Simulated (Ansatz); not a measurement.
# CH4OSi (SMILES CO[SiH]): wB97M-V/aug-cc-pVDZ

What is the electronic atomisation energy of CH4OSi at wB97M-V/aug-cc-pVDZ? 

The results are computed with Ansatz 0.2.0.

57 further runs of the same task are left out: 57 set aside as unsound or not needed. Runs told in other sessions of the task aren't counted.

**1. The molecule**

CH4OSi: 7 atoms, total charge 0, spin state singlet. SMILES: `CO[SiH]`. The shape is that of a PBE0-D4/def2-TZVP optimisation. This is one conformer, not always the lowest.

Bond lengths: C1–O2 1.410 Å, O2–Si3 1.639 Å, C1–H4 1.092 Å, C1–H5 1.095 Å, C1–H6 1.092 Å, Si3–H7 1.552 Å. Angles: C1–O2–Si3 130.6°, O2–C1–H4 109.2°, O2–C1–H5 110.9°, O2–C1–H6 109.2°, O2–Si3–H7 97.1°, H4–C1–H5 109.5°, H4–C1–H6 108.5°, H5–C1–H6 109.5°.

**2. The energy at wB97M-V/aug-cc-pVDZ**

Contents of in.yaml:

```yaml
crystal:
  periodic: [false, false, false]
  atoms:
    - {symbol: C, position_ang: [-0.512400, 0.485500, -0.338500]}
    - {symbol: O, position_ang: [-0.443200, -0.446500, 0.717600]}
    - {symbol: Si, position_ang: [0.796900, -1.387300, 1.229900]}
    - {symbol: H, position_ang: [-1.296400, 0.180800, -1.035500]}
    - {symbol: H, position_ang: [0.443800, 0.547500, -0.868700]}
    - {symbol: H, position_ang: [-0.769300, 1.467500, 0.065400]}
    - {symbol: H, position_ang: [1.841700, -0.915600, 0.184100]}
basis:
  gaussian:
    orbitals: aug-cc-pVDZ
output:
  orbitals: {seedname: orbitals}
hamiltonian:
  xc: {name: wB97M-V}
accuracy: high
```

Launch:

```console
$ ansatz run in.yaml --threads 1 --pin off --max-ram 3480MiB --events-out events.jsonl --progress --plain --runs-dir runs
```

The program printed:

```text
Warning: RAYON_NUM_THREADS=1 ignored (pool sized by the plan → 1); use --threads N
Functional definition: wB97M-V
  name "wB97M-V"
  parameter omega = 0.3/bohr
  parameter cx = 0.15
  parameter cx01 = 1.007
  parameter cx10 = 0.259
  parameter css00 = 0.443
  parameter css04 = -1.437
  parameter css10 = -4.535
  parameter css20 = -3.390
  parameter css43 = 4.278
  parameter cos00 = 1.000
  parameter cos10 = 1.358
  parameter cos20 = 2.924
  parameter cos21 = -8.812
  parameter cos60 = -1.390
  parameter cos61 = 9.142
  parameter b = 6.0
  parameter c = 0.01
  gx(w, u) = 1 - cx + cx01*u + cx10*w
  gss(w, u) = css00 + css04*u^4 + css10*w + css20*w^2 + css43*w^4*u^3
  gos(w, u) = cos00 + cos10*w + (cos20 + cos21*u)*w^2 + (cos60 + cos61*u)*w^6
  exchange = spin_sum(e_x_unif_sr(omega)*gx(b97_w, b97_u_x)) + cx*exact_x_sr(omega) + exact_x_lr(omega)
  correlation = spin_sum(e_c_pw_mod_same_spin*gss(b97_w, b97_u_same))
      + integral(e_c_pw_mod_opposite_spin*gos(b97_w_opposite, b97_u_opposite)) + vv10(b, c)
2191 factors; integrals over basis functions are off by at most 3.5e-9 eV
492 factors; integrals over basis functions are off by at most 2.6e-9 eV
mean field evaluation 1: about -11020.2832 eV, gradient 4.5e1 eV
mean field evaluation 2: about -11018.0682 eV, gradient 5.9e1 eV
mean field evaluation 4: about -11024.4963 eV, gradient 2.0e0 eV
mean field evaluation 8: about -11024.5131 eV, gradient 6.6e-2 eV
mean field evaluation 16: about -11024.5132 eV, gradient 5.2e-5 eV
mean field -11024.51318827 eV, -405.1433869854 hartree, gradient 3.5e-8 eV, S^2 0.000000; 0 other end points of the search recorded, 0 dependent functions left out
reference -11024.51319773 eV, -405.1433873331 hartree; 16, 16 occupied and 93, 93 virtual orbitals, 2191 factors
Total energy: -11024.51319773 eV, -405.1433873331 hartree
```

Wall time 69 s (1 thread of Arm Neoverse V2, shared host); peak memory 0.62 GiB.

**3. The C atom, same level**

Contents of molecule.yaml:

```yaml
crystal:
  periodic: [false, false, false]
  atoms:
    - {symbol: C, position_ang: [0.000000, 0.000000, 0.000000]}
basis:
  gaussian:
    orbitals: aug-cc-pVDZ
magnetization:
  spin_polarized: true
  initial_magnetization: 2
hamiltonian:
  xc: {name: wB97M-V}
accuracy: high
```

Launch:

```console
$ ansatz run molecule.yaml --threads 1 --pin off --max-ram 3480MiB --events-out events.jsonl --progress --plain --runs-dir runs
```

The program printed, shortened:

```text
Warning: RAYON_NUM_THREADS=1 ignored (pool sized by the plan → 1); use --threads N
[... 2 set-up lines as earlier in the session ...]
[...]
  gx(w, u) = 1 - cx + cx01*u + cx10*w
  gss(w, u) = css00 + css04*u^4 + css10*w + css20*w^2 + css43*w^4*u^3
  gos(w, u) = cos00 + cos10*w + (cos20 + cos21*u)*w^2 + (cos60 + cos61*u)*w^6
[...]
      + integral(e_c_pw_mod_opposite_spin*gos(b97_w_opposite, b97_u_opposite)) + vv10(b, c)
195 factors; integrals over basis functions are off by at most 2.5e-9 eV
102 factors; integrals over basis functions are off by at most 1.6e-9 eV
[...]
mean field -1029.71238744 eV, -37.8412322744 hartree, gradient 2.5e-9 eV, S^2 2.002057; 0 other end points of the search recorded, 0 dependent functions left out
reference -1029.71238992 eV, -37.8412323653 hartree; 4, 2 occupied and 19, 21 virtual orbitals, 195 factors
Total energy: -1029.71238992 eV, -37.8412323653 hartree
```

Wall time 2.8 s (1 thread of Arm Neoverse V2, shared host); peak memory 0.16 GiB.

**4. The H atom, same level**

Contents of molecule.yaml:

```yaml
crystal:
  periodic: [false, false, false]
  atoms:
    - {symbol: H, position_ang: [0.000000, 0.000000, 0.000000]}
basis:
  gaussian:
    orbitals: aug-cc-pVDZ
magnetization:
  spin_polarized: true
  initial_magnetization: 1
hamiltonian:
  xc: {name: wB97M-V}
accuracy: high
```

Run the same way, it converges to -0.49284 Eh (log not shown).

**5. The O atom**

Contents of in.yaml:

```yaml
crystal:
  periodic: [false, false, false]
  atoms:
    - {symbol: O, position_ang: [0.000000, 0.000000, 0.000000]}
basis:
  gaussian:
    orbitals: aug-cc-pVDZ
hamiltonian:
  xc: {name: wB97M-V}
accuracy: high
magnetization:
  spin_polarized: true
  initial_magnetization: 2
```

Run the same way, it converges to -75.05860 Eh (log not shown).

**6. The Si atom**

Contents of run.yaml:

```yaml
basis:
  gaussian:
    orbitals: aug-cc-pVDZ
crystal:
  periodic: [false, false, false]
  atoms:
    - {symbol: Si, position_ang: [0.000000, 0.000000, 0.000000]}
magnetization:
  spin_polarized: true
  initial_magnetization: 2
hamiltonian:
  xc: {name: wB97M-V}
accuracy: high
```

Run the same way, it converges to -289.35216 Eh (log not shown).

**7. Outcome**

At wB97M-V/aug-cc-pVDZ:

```
                     quantity          value
       molecule: total energy  -405.14339 Eh
        molecule: HOMO energy       -8.66 eV
        molecule: LUMO energy       -0.24 eV
      molecule: HOMO–LUMO gap        8.42 eV
         C atom: total energy   -37.84123 Eh
                 C atom: ⟨S²⟩          2.002
         H atom: total energy    -0.49284 Eh
                 H atom: ⟨S²⟩          0.750
         O atom: total energy   -75.05860 Eh
                 O atom: ⟨S²⟩          2.004
        Si atom: total energy  -289.35216 Eh
                Si atom: ⟨S²⟩          2.001
electronic atomisation energy      25.035 eV
```

Taking the molecule apart into free atoms costs 25.04 eV (577 kcal/mol), before zero-point energy and without spin-orbit coupling.
